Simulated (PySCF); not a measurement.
Ge in PySCF: the effect of potentials

Ge:

```xyz
2
Lattice="0.0000 2.8289 2.8289 2.8289 0.0000 2.8289 2.8289 2.8289 0.0000" Properties=species:S:1:pos:R:3 pbc="T T T"
Ge    4.2434    4.2434    4.2434
Ge    2.8289    2.8289    2.8289
```

Alike in all runs:

```yaml
Program: PySCF 2.14.0
Task: density of states
Functional: PBE
k_mesh: 5 × 5 × 5
Occupations: fermi-dirac, width 0.05 eV
Spin: no spin polarisation
```

Q: One run gave: gap on the mesh 0.30 eV. Which potentials did it use?
A. DZVP-MOLOPT-SR/GTH-PADE
B. DZVP-MOLOPT-HYB/GTH-HYB (UZH)
C. DZVP-MOLOPT-SR/GTH-PBE
D. DZVP-MOLOPT-MGGA/GTH-MGGA (UZH)
E. DZVP-MOLOPT-SR/GTH-BLYP

A: D.

```csv
potentials,gap on the mesh (eV)
DZVP-MOLOPT-SR/GTH-PBE,none
DZVP-MOLOPT-SR/GTH-PADE,none
DZVP-MOLOPT-SR/GTH-BLYP,0.12
DZVP-MOLOPT-GGA/GTH-GGA (UZH),none
DZVP-MOLOPT-MGGA/GTH-MGGA (UZH),0.30
DZVP-MOLOPT-HYB/GTH-HYB (UZH),0.10
```

Caveats: some runs use coarse meshes; the basis of atomic orbitals isn't converged, which shifts pressures, moduli and gaps; an odd mesh through Γ misses points on the zone boundary, where band edges often lie (some runs).

A gap of «none» marks a metal or a gap under the smearing width.
